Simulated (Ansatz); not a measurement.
# NBrO (nitrosyl bromide): CCSDT(Q)/STO-3G

What is the electronic atomisation energy of NBrO (nitrosyl bromide) at CCSDT(Q)/STO-3G? 

Program for the calculation: Ansatz 0.2.0.

69 further runs of the same task are left out: 10 that didn't finish, 59 set aside as unsound or not needed.

## (1) Starting point

NBrO has 3 atoms, charge 0, and is taken as a singlet. SMILES: `O=NBr`. The shape is that of a PBE0-D4/def2-TZVP optimisation.

Bond lengths: O1–N2 1.126 Å, N2–Br3 2.117 Å. Angles: O1–N2–Br3 114.9°.

## (2) A single-point energy at CCSDT(Q)/STO-3G

The input, molecule.yaml:

```yaml
basis:
  gaussian:
    orbitals: STO-3G
crystal:
  periodic: [false, false, false]
  atoms:
    - {symbol: O, position_ang: [0.941780, -0.646800, 0.448530]}
    - {symbol: "N", position_ang: [-0.044940, -0.636480, -0.092930]}
    - {symbol: Br, position_ang: [-0.896840, 1.283280, -0.355590]}
correlation:
  method: ccsdt_q
  frozen_orbitals: {Br: 9, "N": 1, O: 1}
scf:
  omitted_lower_state_checks: [cluster_reference, increment]
accuracy: high
```

On the command line:

```bash
$ ansatz run molecule.yaml --threads 1 --pin off --max-ram 3480MiB --events-out events.jsonl --progress --plain --runs-dir runs
```

Log:

```text
Warning: RAYON_NUM_THREADS=1 ignored (pool sized by the plan → 1); use --threads N
[... 11 lines left out ...]
11 core orbitals not correlated: weight in the atoms' cores, before any rotation towards them, 1.000 or more for the frozen orbitals, at most 0.000 for the correlated occupied ones
[... 33 lines left out ...]
Total energy: -72717.50691980 eV, -2672.3190896060 hartree
Checks for a lower state left out: cluster_reference, increment
```

It took 2.5 s on 1 thread of Intel Xeon Platinum 8375C at 2.90GHz (Ice Lake), shared host; peak memory 0.12 GiB.

## (3) The Br atom, same level

The input, job.yaml:

```yaml
crystal:
  periodic: [false, false, false]
  atoms:
    - {symbol: Br, position_ang: [0.000000, 0.000000, 0.000000]}
basis:
  gaussian: {orbitals: STO-3G}
magnetization: {spin_polarized: true, initial_magnetization: 1}
correlation: {method: ccsdt_q, frozen_orbitals: {Br: 9}}
accuracy: high
scf: {omitted_lower_state_checks: [cluster_reference, increment]}
```

Run the same way, it converges to -2544.63678 Eh (log not shown).

## (4) The N atom, same level

The input, job.yaml:

```yaml
crystal:
  periodic: [false, false, false]
  atoms:
    - {symbol: N, position_ang: [0.000000, 0.000000, 0.000000]}
basis:
  gaussian: {orbitals: STO-3G}
magnetization: {spin_polarized: true, initial_magnetization: 3}
correlation: {method: ccsdt_q, frozen_orbitals: {"N": 1}}
accuracy: high
scf: {omitted_lower_state_checks: [cluster_reference, increment]}
```

Run the same way, it converges to -53.71901 Eh (log not shown).

## (5) The O atom, same level

The input, run.yaml:

```yaml
crystal:
  periodic: [false, false, false]
  atoms:
    - {symbol: O, position_ang: [0.000000, 0.000000, 0.000000]}
basis:
  gaussian:
    orbitals: STO-3G
magnetization:
  spin_polarized: true
  initial_magnetization: 2
correlation:
  method: ccsdt_q
  frozen_orbitals: {O: 1}
accuracy: high
scf:
  omitted_lower_state_checks: [cluster_reference, increment]
```

Run the same way, it converges to -73.80415 Eh (log not shown).

## (6) What came out

Level: CCSDT(Q)/STO-3G, 11 core orbitals frozen.

| quantity | value |
| --- | --- |
| molecule: total energy | -2672.31909 Eh |
| molecule: correlation energy (11 core orbitals frozen) | -176.5 mEh |
| molecule: T1 diagnostic | 0.017 |
| Br atom: total energy | -2544.63678 Eh |
| Br atom: correlation energy (9 core orbitals frozen) | 0.0 mEh |
| Br atom: ⟨S²⟩ of the reference determinant | 0.750 |
| Br atom: T1 diagnostic | 0.000 |
| N atom: total energy | -53.71901 Eh |
| N atom: correlation energy (1 core orbital frozen) | 0.0 mEh |
| N atom: ⟨S²⟩ of the reference determinant | 3.750 |
| N atom: T1 diagnostic | 0.000 |
| O atom: total energy | -73.80415 Eh |
| O atom: correlation energy (1 core orbital frozen) | 0.0 mEh |
| O atom: ⟨S²⟩ of the reference determinant | 2.000 |
| O atom: T1 diagnostic | 0.000 |
| electronic atomisation energy | 4.331 eV |

What this shows: Taking the molecule apart into free atoms costs 4.33 eV (100 kcal/mol), before zero-point energy and without spin-orbit coupling. In a minimal basis such a difference can be off by several eV, whatever the method. The restricted solution (molecule) is unstable to spin breaking: an unrestricted one lies lower.
